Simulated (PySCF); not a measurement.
# GeCl2: structure of the singlet

Where does singlet GeCl2 go from a linear start, is the end point a minimum, and what are its modes, charges and moments?

The runs use PySCF 2.14.0; PBE0, basis Ge def2-TZVP, Cl def2-TZVP, no relativity, density fitting.

## Step 1: Where the work starts

3 atoms, charge 0, spin multiplicity 1.

Bond lengths: Ge1–Cl2 2.200 Å, Ge1–Cl3 2.200 Å. Angles: Cl2–Ge1–Cl3 180.0°.

```xyz
3
charge 0 multiplicity 1
Ge    0.0000    0.0000    0.0000
Cl    0.0000    0.0000    2.2000
Cl    0.0000    0.0000   -2.2000
```

## Step 2: The SCF at the typed geometry

The steps below are one call of a driver around PySCF. For each, scf.py gives the equivalent set-up of the SCF; relaxations use the driver's own optimiser. After this first run the driver tries any further starts and a stability analysis.

Input file scf.py:

```python
from pyscf import gto, scf, dft
mol = gto.M(atom='''
Ge     0.000000     0.000000     0.000000
Cl     0.000000     0.000000     2.200000
Cl     0.000000     0.000000    -2.200000''',
    basis={'Ge': 'def2-TZVP', 'Cl': 'def2-TZVP'},
    charge=0, spin=0)
mf = dft.RKS(mol, xc='PBE0')
mf.grids.atom_grid = (50, 194)
aux = {'Ge': 'def2-universal-JKFIT', 'Cl': 'def2-universal-JKFIT'}
mf = mf.density_fit(auxbasis=aux)
mf.conv_tol = 1e-08
mf.diis_space = 10
mf.max_cycle = 60
mf.init_guess = 'minao'
mf.verbose = 4
mf.kernel()
```

On the command line:

```
$ OMP_NUM_THREADS=4 python axn.py task.json out
```

After this run come: Relaxation: linear start, singlet; Hessian and properties; Following the imaginary mode; Frequencies.

Q: Predict the outcome of this session. Wanted: minimum; geometry; wavenumbers; dipole moment; highest occupied, lowest empty level; polar-tensor charge of Ge1; zero-point energy; atomisation energy.

The runs gave:

| quantity | value |
| --- | --- |
| minimum | singlet, C2v |
| geometry | Ge–Cl 2.182 Å (×2); Cl–Ge–Cl 100.2° |
| wavenumbers (cm⁻¹) | 158 (a1), 388 (b2), 409 (a1) |
| dipole moment | 1.99 D |
| highest occupied, lowest empty level | -8.11, -3.08 eV |
| polar-tensor charge of Ge1 | +1.15 e |
| zero-point energy | 5.7 kJ/mol |
| entropy at 298.15 K | 295.3 J/(mol K) |
| atomisation energy (no zero-point energy) | 803 kJ/mol |

In words: The linear start (D∞h) ends in a minimum of C2v symmetry, after a stop at a second-order saddle point 161.2 kJ/mol higher, from which it was pushed off along an imaginary mode. The strongest infrared band lies at 388 cm⁻¹ (b2, stretch). Only this shape and spin were tried, so other structures or states may lie lower.
